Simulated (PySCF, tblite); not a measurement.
**C₂H₈O₃SeSi₂: geometry, infrared bands and NMR shifts**

What infrared bands and NMR shifts should C₂H₈O₃SeSi₂ (`O=C[C@@H](O[SiH2]O)[Se][SiH3]`) show?

Programs: tblite 0.8.0 and PySCF 2.14.0, with density-fitted response routines of our own. Each step states its level of theory. These are calculated values for one molecule in the gas phase, unless marked as measured. Atoms count from 0, in the outputs and in this text.

## (1) The starting structure

16 atoms, charge 0, multiplicity 1; geometry from: force field or distance geometry start.

Bonds of the start (Å): O0–C1 1.21, C1–C2 1.51, C2–O3 1.42, O3–Si4 1.74, Si4–O5 1.71, C2–Se6 1.94, Se6–Si7 2.28, C1–H8 1.09, C2–H9 1.12, Si4–H10 1.47, Si4–H11 1.48, O5–H12 1.00, Si7–H13 1.47, Si7–H14 1.47, Si7–H15 1.48.

## (2) Relaxing the molecule with GFN2-xTB

Job settings and geometry (Å):

```
{"job": {"kind": "relax", "xc": "GFN2-xTB", "basis": "xTB"}, "charge": 0, "multiplicity": 1}
O     -0.761300     3.108800     0.231400
C     -0.867800     2.023500     0.759300
C     -0.040300     0.852200     0.283000
O     -0.273300     0.656900    -1.108700
Si    -1.630900    -0.405900    -1.342500
O     -1.107300    -2.038200    -1.321700
Se     1.842000     1.260700     0.546900
Si     2.489200    -0.856000    -0.019500
H     -1.542400     1.884500     1.601900
H     -0.276600    -0.040500     0.911800
H     -2.655100    -0.194200    -0.313700
H     -2.229000    -0.119100    -2.660900
H     -0.807800    -2.186900    -0.377400
H      3.949300    -0.976700     0.076800
H      2.059800    -1.134400    -1.402500
H      1.843900    -1.826000     0.895800
```

Command:

```bash
OMP_NUM_THREADS=1 python probes_run.py task.json out
```

The driver reads the jobs from task.json and runs them one after another.

What it wrote:

```text
step      E/eV     max force
  0    -741.90221    2.991
  1    -742.15897    2.263
  2    -742.29568    1.494
  3    -742.34942    0.938
  4    -742.37389    0.422
  5    -742.39219    0.436
  6    -742.40943    0.587
  7    -742.43272    0.486
  8    -742.44933    0.370
  9    -742.46316    0.362
 10    -742.47741    0.402
 11    -742.49160    0.505
 12    -742.50636    0.462
 13    -742.52061    0.275
 14    -742.53035    0.217
 15    -742.53782    0.283
 16    -742.54682    0.274
 17    -742.55450    0.190
 18    -742.56048    0.210
 19    -742.56595    0.213
 20    -742.57143    0.189
 21    -742.57647    0.168
 22    -742.58105    0.159
 23    -742.58501    0.159
 24    -742.58834    0.155
 25    -742.59140    0.219
 26    -742.59482    0.166
 27    -742.59979    0.215
 28    -742.60715    0.232
 29    -742.61348    0.198
 30    -742.61814    0.182
 31    -742.62360    0.169
 32    -742.63031    0.268
 33    -742.63891    0.350
 34    -742.64149    0.852
 35    -742.65719    0.200
 36    -742.66771    0.219
 37    -742.68389    0.627
 38    -742.69947    0.463
 39    -742.71230    0.400
 40    -742.72569    1.342
 41    -742.74865    0.325
 42    -742.75686    0.254
 43    -742.76920    0.592
 44    -742.77499    0.218
 45    -742.78327    0.205
 46    -742.79400    0.308
 47    -742.80685    0.321
 48    -742.81625    0.288
 49    -742.82314    0.212
 50    -742.82867    0.212
 51    -742.83329    0.217
 52    -742.83651    0.294
 53    -742.84039    0.280
 54    -742.84361    0.223
 55    -742.84891    0.183
 56    -742.85303    0.207
 57    -742.86206    0.275
 58    -742.87202    0.310
 59    -742.88309    0.305
 60    -742.88922    0.597
 61    -742.90082    0.264
 62    -742.91242    0.269
 63    -742.94139    0.399
 64    -742.96396    0.386
 65    -743.00185    0.740
 66    -743.03323    0.945
 67    -743.07431    0.877
 68    -743.11170    0.461
 69    -743.13427    0.286
 70    -743.14694    0.371
 71    -743.15773    0.356
 72    -743.17171    0.371
 73    -743.18108    0.271
 74    -743.18860    0.245
 75    -743.19386    0.190
 76    -743.19641    0.183
 77    -743.19913    0.126
 78    -743.20219    0.102
 79    -743.20386    0.127
 80    -743.20523    0.125
 81    -743.20667    0.105
 82    -743.20846    0.121
 83    -743.21038    0.133
 84    -743.21228    0.121
 85    -743.21398    0.112
 86    -743.21546    0.104
 87    -743.21671    0.093
 88    -743.21769    0.076
 89    -743.21850    0.074
 90    -743.21935    0.071
 91    -743.22046    0.094
 92    -743.22199    0.130
 93    -743.22400    0.142
 94    -743.22614    0.117
 95    -743.22798    0.085
 96    -743.22933    0.100
 97    -743.23061    0.104
 98    -743.23217    0.119
 99    -743.23396    0.124
100    -743.23529    0.110
101    -743.23614    0.086
102    -743.23665    0.075
103    -743.23719    0.052
104    -743.23757    0.043
105    -743.23786    0.033
106    -743.23807    0.031
107    -743.23826    0.040
108    -743.23846    0.057
109    -743.23869    0.063
110    -743.23897    0.067
111    -743.23932    0.052
112    -743.23968    0.045
113    -743.23995    0.040
114    -743.24018    0.039
115    -743.24043    0.044
116    -743.24079    0.047
117    -743.24124    0.056
118    -743.24171    0.054
119    -743.24214    0.047
120    -743.24251    0.048
121    -743.24282    0.044
122    -743.24307    0.040
123    -743.24325    0.028
124    -743.24338    0.030
125    -743.24350    0.029
126    -743.24369    0.045
127    -743.24391    0.048
128    -743.24408    0.029
129    -743.24414    0.012
130    -743.24415    0.008
```

Wall time 4.3 s (1 thread of Intel Xeon at 2.50GHz, shared host); peak memory 0.18 GiB.

Step by step: (not every step is listed)

| step | energy from step 0 (eV) | largest force (eV/Å) |
| --- | --- | --- |
| 0 | 0.0000 | 2.9914 |
| 1 | -0.2568 | 2.2632 |
| 2 | -0.3935 | 1.4942 |
| 3 | -0.4472 | 0.9377 |
| 4 | -0.4717 | 0.4222 |
| 5 | -0.4900 | 0.4357 |
| 6 | -0.5072 | 0.5867 |
| 7 | -0.5305 | 0.4857 |
| 8 | -0.5471 | 0.3700 |
| 19 | -0.6637 | 0.2129 |
| 30 | -0.7159 | 0.1823 |
| 41 | -0.8464 | 0.3248 |
| 52 | -0.9343 | 0.2938 |
| 63 | -1.0392 | 0.3986 |
| 74 | -1.2864 | 0.2454 |
| 85 | -1.3118 | 0.1122 |
| 96 | -1.3271 | 0.0999 |
| 107 | -1.3361 | 0.0397 |
| 118 | -1.3395 | 0.0539 |
| 125 | -1.3413 | 0.0291 |
| 126 | -1.3415 | 0.0447 |
| 127 | -1.3417 | 0.0484 |
| 128 | -1.3419 | 0.0289 |
| 129 | -1.3419 | 0.0117 |
| 130 | -1.3419 | 0.0083 |

Close pairs (by a distance rule), those that changed most:

| bond | before (Å) | after (Å) | change (Å) |
| --- | --- | --- | --- |
| C2–Se6 | 1.944 | 2.044 | +0.100 |
| Si4–O5 | 1.714 | 1.626 | -0.089 |
| C2–O3 | 1.425 | 1.340 | -0.084 |
| O3–Si4 | 1.740 | 1.665 | -0.075 |
| O5–H12 | 1.002 | 0.953 | -0.049 |
| C1–C2 | 1.511 | 1.479 | -0.033 |
| Si4–H11 | 1.476 | 1.449 | -0.027 |
| Si7–H15 | 1.482 | 1.460 | -0.022 |

The final coordinates are the input of the step that follows.

## (3) Infrared spectrum with GFN2-xTB

Job settings and geometry (Å):

```
{"job": {"kind": "ir", "xc": "GFN2-xTB", "basis": "xTB"}, "charge": 0, "multiplicity": 1}
O     -1.454118     2.079373    -0.436609
C     -0.826465     1.961337     0.582783
C     -0.209629     0.678271     0.982192
O     -0.543682    -0.376004     0.225489
Si    -1.410837    -0.330156    -1.194609
O     -1.206497    -1.855549    -1.718551
Se     1.745068     1.205163     0.699591
Si     2.324252    -0.817892    -0.238814
H     -0.606254     2.809742     1.250701
H     -0.280414     0.458825     2.053036
H     -2.809576    -0.094291    -0.865989
H     -0.768771     0.384223    -2.279497
H     -1.355376    -2.608177    -1.152985
H      3.780837    -0.718709    -0.262518
H      1.741135    -0.912678    -1.568309
H      1.872727    -1.854535     0.684118
```

What it wrote:

```text
mode    cm-1     km/mol
  1      25.6      1.85
  2      71.8      0.64
  3      87.7      3.57
  4     110.9      3.69
  5     146.9      8.01
  6     156.3      4.00
  7     182.7     15.21
  8     204.3     33.35
  9     244.1      7.38
 10     282.7    125.43
 11     309.5      3.57
 12     349.2     49.21
 13     380.5     15.96
 14     511.2     27.40
 15     529.5     23.20
 16     546.6     19.39
 17     579.6     85.80
 18     684.7    156.41
 19     724.0     17.09
 20     733.3    349.13
 21     745.9     85.71
 22     753.2    248.33
 23     757.2    214.93
 24     785.9     39.45
 25     805.5    123.98
 26     832.2    468.43
 27     875.5      4.95
 28     891.3    187.57
 29     961.3     55.60
 30    1033.9     49.66
 31    1211.6    180.60
 32    1274.1     84.57
 33    1314.5     10.94
 34    1737.7    447.37
 35    2291.9    112.02
 36    2294.9    280.51
 37    2308.3    271.96
 38    2337.7    166.68
 39    2377.6    175.61
 40    2820.5     57.07
 41    2893.7     23.41
 42    3675.1     13.45
```

Wall time 2.3 s (1 thread of Intel Xeon at 2.50GHz, shared host); peak memory 0.18 GiB.

Which atoms move in the most intense modes:

```csv
cm⁻¹,km/mol,atoms
733,349.1,"H15 36 %, H14 33 %, H13 17 %"
753,248.3,"H15 51 %, H13 24 %, H14 15 %"
757,214.9,"H10 25 %, H14 24 %, H11 24 %, H13 22 %"
832,468.4,"H11 44 %, H10 30 %, H12 12 %"
891,187.6,"O5 53 %, Si4 35 %"
1738,447.4,"C1 59 %, O0 40 %"
2295,280.5,"H15 57 %, H13 38 %"
2308,272.0,H10 95 %
```

## (4) NMR shieldings: PBE0/pcSseg-1

Settings changed since step 3:

```diff
@@ -1,2 +1,2 @@
-{"job": {"kind": "ir", "xc": "GFN2-xTB", "basis": "xTB"}, "charge": 0, "multiplicity": 1}
+{"job": {"kind": "nmr", "xc": "PBE0", "basis": "pcSseg-1"}, "charge": 0, "multiplicity": 1}
 O     -1.454118     2.079373    -0.436609
```

Method: GIAO PBE0/pcSseg-1 NMR shielding, non-relativistic, gas phase.

What it wrote:

```text
coarse grid: 65832 points
cycle   1  E = -3285.8889345302  dE =  2.005e-01  |g| = 1.311e+00  |ddm| = 3.819e+00
cycle   2  E = -3285.3043145719  dE =  5.846e-01  |g| = 2.126e+00  |ddm| = 2.434e+00
cycle   3  E = -3286.1066833231  dE = -8.024e-01  |g| = 3.810e-01  |ddm| = 1.943e+00
cycle   4  E = -3286.1293019881  dE = -2.262e-02  |g| = 1.689e-01  |ddm| = 3.654e-01
cycle   5  E = -3286.1341229147  dE = -4.821e-03  |g| = 3.099e-02  |ddm| = 1.340e-01
cycle   6  E = -3286.1342718494  dE = -1.489e-04  |g| = 7.758e-03  |ddm| = 3.439e-02
cycle   7  E = -3286.1342864288  dE = -1.458e-05  |g| = 3.424e-03  |ddm| = 1.159e-02
cycle   8  E = -3286.1342882570  dE = -1.828e-06  |g| = 8.530e-04  |ddm| = 3.164e-03
final grid: 135944 points
cycle   9  E = -3286.1343015178  dE =  1.703e-07  |g| = 1.356e-03  |ddm| = 2.593e-03
cycle  10  E = -3286.1343007055  dE =  8.123e-07  |g| = 2.437e-03  |ddm| = 3.095e-03
cycle  11  E = -3286.1343018986  dE = -1.193e-06  |g| = 2.632e-04  |ddm| = 1.952e-03
cycle  12  E = -3286.1343019127  dE = -1.413e-08  |g| = 3.601e-05  |ddm| = 2.244e-04
cycle  13  E = -3286.1343019130  dE = -2.974e-10  |g| = 7.545e-06  |ddm| = 4.170e-05
converged SCF energy = -3286.1343019130

GIAO shielding tensors (ppm)
atom      isotropic    diamagn.    paramagn.     s11        s22        s33       span
  0 O     -215.419     402.546    -617.965   -658.700   -355.640    368.081   1026.781
  1 C       -8.462     252.284    -260.746   -112.718     -8.282     95.613    208.331
  2 C      103.863     244.022    -140.159     56.721    104.880    149.989     93.268
  3 O      272.551     402.177    -129.626    243.893    256.525    317.235     73.341
  4 Si     388.653     879.250    -490.597    379.355    390.670    395.933     16.577
  5 O      278.783     389.307    -110.524    240.489    283.858    312.003     71.515
  6 Se    1727.757    3003.814   -1276.057    980.539   1566.226   2636.506   1655.967
  7 Si     410.378     879.309    -468.931    366.628    423.188    441.318     74.690
  8 H       22.594      28.294      -5.700     20.096     20.324     27.362      7.266
  9 H       25.184      30.325      -5.141     17.831     26.202     31.518     13.687
 10 H       26.428      29.433      -3.005     21.795     25.329     32.160     10.365
 11 H       26.605      30.596      -3.991     23.246     25.738     30.832      7.586
 12 H       30.115      32.657      -2.542     22.375     25.816     42.153     19.777
 13 H       27.062      28.261      -1.199     23.089     24.573     33.525     10.437
 14 H       26.975      29.632      -2.657     22.496     25.986     32.444      9.948
 15 H       26.805      29.742      -2.937     23.557     24.412     32.446      8.890
```

Wall time 2.4 min (1 thread of Intel Xeon at 2.50GHz, shared host); peak memory 1.1 GiB.

Shifts follow as δ = σ(reference) − σ, with reference shieldings (ppm) from runs at the same level and on the same kind of geometry: 1H TMS 31.72, 13C TMS 186.9, 29Si TMS 349.2, 17O H2O 336.1, 77Se Me2Se 1758. The references are single molecules in the gas phase, so shifts against H2O, NH3, PH3, H3PO4 or CFCl3 are not on the usual liquid scales and can be off by tens of ppm. Atoms listed in one row are averaged.

| atoms | environment | σ (ppm) | δ (ppm) |
| --- | --- | --- | --- |
| C1 | aldehyde carbonyl carbon | -8.5 | 195.4 |
| C2 | sp3 CH bonded to O and Se, α to a carbonyl | 103.9 | 83.1 |
| H8 | hydrogen on an aldehyde carbonyl carbon | 22.59 | 9.12 |
| H9 | hydrogen on an sp3 CH bonded to O and Se, α to a carbonyl | 25.18 | 6.53 |
| H10 | hydrogen on a silicon bonded to 2 O | 26.43 | 5.29 |
| H11 | hydrogen on a silicon bonded to 2 O | 26.61 | 5.11 |
| H13, H14, H15 | hydrogen on a silicon bonded to Se | 26.95 | 4.77 |
| H12 | hydrogen on an oxygen bonded to Si | 30.11 | 1.60 |
| O0 | aldehyde oxygen | -215.4 | 551.5 |
| O3 | oxygen bonded to C, Si | 272.6 | 63.5 |
| O5 | oxygen bonded to Si, H | 278.8 | 57.3 |
| Si4 | silicon bonded to 2 O, 2 H | 388.7 | -39.5 |
| Si7 | silicon bonded to Se, 3 H | 410.4 | -61.2 |
| Se6 | selenium bonded to C, Si | 1728 | 31 |

Charges from the same density, by scheme (e):

```
atoms  Mulliken    IAO  Hirshfeld  ESP fit
   O0     -0.38  -0.37      -0.16    -0.43
   C1      0.31   0.23       0.12     0.42
   C2      0.03  -0.03       0.03    -0.11
   O3     -0.61  -0.60      -0.20    -0.30
  Si4      0.97   1.18       0.40     0.72
   O5     -0.56  -0.80      -0.32    -0.73
  Se6     -0.40  -0.16      -0.07    -0.26
  Si7      0.54   0.51       0.28     0.30
```

Mayer bond orders: O0–C1 1.89, C1–C2 0.96, C2–O3 0.98, O3–Si4 0.80, Si4–O5 1.01, C2–Se6 0.92, Se6–Si7 0.87.

## (5) Summary of results

| quantity | value |
| --- | --- |
| strongest single infrared mode (GFN2-xTB) | 832 cm⁻¹, 468 km/mol |
| zero-point energy (GFN2-xTB) | 59.8 kcal/mol |
| 13C shifts against TMS (PBE0/pcSseg-1) | 195.4, 83.1 ppm |
| 1H shifts against TMS (PBE0/pcSseg-1, means over atoms taken as alike) | 9.12, 6.53, 5.29, 5.11, 4.77, 1.60 ppm |
| 17O shifts against H2O (PBE0/pcSseg-1) | 551.5, 63.5, 57.3 ppm |
| 29Si shifts against TMS (PBE0/pcSseg-1) | -39.5, -61.2 ppm |
| 77Se shifts against Me2Se (PBE0/pcSseg-1) | 31 ppm |

In words: The optimisation took 130 steps and gained 1.342 eV; among the close pairs (by a distance rule), C2–Se6 changed most, from 1.944 to 2.044 Å. All 42 modes are real, so the xTB geometry is a minimum. The strongest single mode, at 832 cm⁻¹, moves mainly H11 and H10. Unscaled tight-binding wavenumbers are off by several per cent, some by more. Its intensities can rank the bands wrongly. C1 (aldehyde carbonyl carbon) lies farthest downfield among carbon, at 195.4 ppm; low-lying n→π* states of the double bond to the heteroatom give a large paramagnetic term (-261 ppm). The most deshielded hydrogen is H8 (hydrogen on an aldehyde carbonyl carbon), at 9.12 ppm: the formyl region, downfield of aromatic protons. At PBE0/pcSseg-1: The largest span, 1656 ppm, is at Se6, where the paramagnetic term is -1276 ppm. Spin-orbit coupling is left out, which matters for shieldings and couplings at and beside the heavy atoms.
